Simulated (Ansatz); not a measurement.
# Ti₂H, space group Pn-3m: a charge-density difference against the sublattices

Program: the Python package of Ansatz (0.2.0).

The script, `ti2h.py`:
```python
# -*- coding: utf-8 -*-
"""Density of Ti2H less that of its sublattices."""

import ansatz as az
import numpy as np

vectors0 = np.array([
    [4.229199, 0.0, 0.0],
    [0.0, 4.229199, 0.0],
    [0.0, 0.0, 4.229199],
])
sites = [
    ("Ti", [0.25, 0.75, 0.25]),
    ("Ti", [0.75, 0.25, 0.25]),
    ("Ti", [0.25, 0.25, 0.75]),
    ("Ti", [0.75, 0.75, 0.75]),
    ("H", [0.0, 0.0, 0.0]),
    ("H", [0.5, 0.5, 0.5]),
]


def build(cell):
    crystal = az.Crystal(lattice=az.Lattice.of(cell))
    for symbol, position in sites:
        crystal = crystal.atom(symbol, position)
    return crystal


def main():
    # one cutoff and one grid for all runs, so that the fields can be subtracted
    def solve(crystal):
        return (
            crystal.calculation()
            .scf(self_checks="high")
            .occupations("fermi_dirac", width=0.1)
            .functional("LDA")
            .basis(460, grid_basis="typed")
            .kpoints(6, 6, 6)
            .density()
            .run(threads=1)
        )


    whole = solve(build(vectors0))
    difference = whole.density().channels[0].density_e_per_ang3.copy()
    binding = whole.report["free_energy_ev"]
    for element in ["Ti", "H"]:
        part = az.Crystal(lattice=az.Lattice.of(vectors0))
        for symbol, position in sites:
            if symbol == element:
                part = part.atom(symbol, position)
        alone = solve(part)
        difference -= alone.density().channels[0].density_e_per_ang3
        binding -= alone.report["free_energy_ev"]
        print(f"{element} sublattice: {alone.report['n_electrons']:g} electrons, {alone.report['n_iterations']} iterations")

    voxel = abs(np.linalg.det(vectors0)) / difference.size
    print(f"energy of the crystal less its unpolarised sublattices: {binding / len(sites):.4f} eV/atom")
    print(f"net charge of the difference {difference.sum() * voxel:.5f} e, charge moved {0.5 * np.abs(difference).sum() * voxel:.3f} e")
    print(f"extremes {difference.min():.4f} and {difference.max():.4f} e/A^3")
    for (symbol, position) in sites:
        index = tuple(int(round(p * n)) % n for p, n in zip(position, difference.shape))
        print(f"  change of the pseudo-density at the grid point nearest {symbol}: {difference[index]:+.4f} e/A^3")
    profile = difference.mean(axis=(0, 1))
    print("planar mean along the third vector:", np.round(profile[:: max(len(profile) // 12, 1)], 4))


if __name__ == "__main__":
    main()
```

```console
$ python ti2h.py
Ti sublattice: 48 electrons, 6 iterations
H sublattice: 2 electrons, 6 iterations
energy of the crystal less its unpolarised sublattices: -1.3940 eV/atom
net charge of the difference 0.00000 e, charge moved 0.528 e
extremes -0.1094 and 0.7499 e/A^3
  change of the pseudo-density at the grid point nearest Ti: -0.0103 e/A^3
  change of the pseudo-density at the grid point nearest Ti: -0.0103 e/A^3
  change of the pseudo-density at the grid point nearest Ti: -0.0103 e/A^3
  change of the pseudo-density at the grid point nearest Ti: -0.0103 e/A^3
  change of the pseudo-density at the grid point nearest H: +0.7499 e/A^3
  change of the pseudo-density at the grid point nearest H: +0.7499 e/A^3
planar mean along the third vector: [ 0.0143  0.0065 -0.0042 -0.0078 -0.007  -0.0073  0.0009  0.0118  0.0118
  0.0009 -0.0073 -0.007  -0.0078 -0.0042  0.0065]
```

The settings weren't tested for convergence. The mesh is modest for a metal, so energies can be off by several to tens of meV an atom and pressures by half a GPa or more; differences at equal mesh fare better. The fields are valence quantities on the plane-wave grid; their values near the nuclei depend on the potentials. The structure comes from a database of computed cells and needn't be a stable or known phase. Charge moved counts every rearrangement, bonding and polarisation too, and is no transfer between atoms; the bare sublattices are artificial references. Values near the nuclei depend on the potentials. Run time: 8.1 s on 1 thread of Arm Neoverse V1, on a shared host, peak memory 0.4 GiB.

(A comment or docstring line of the script was reworded after the run, the code is as it ran; lines on the test bed's own set-up are left out of the output.)
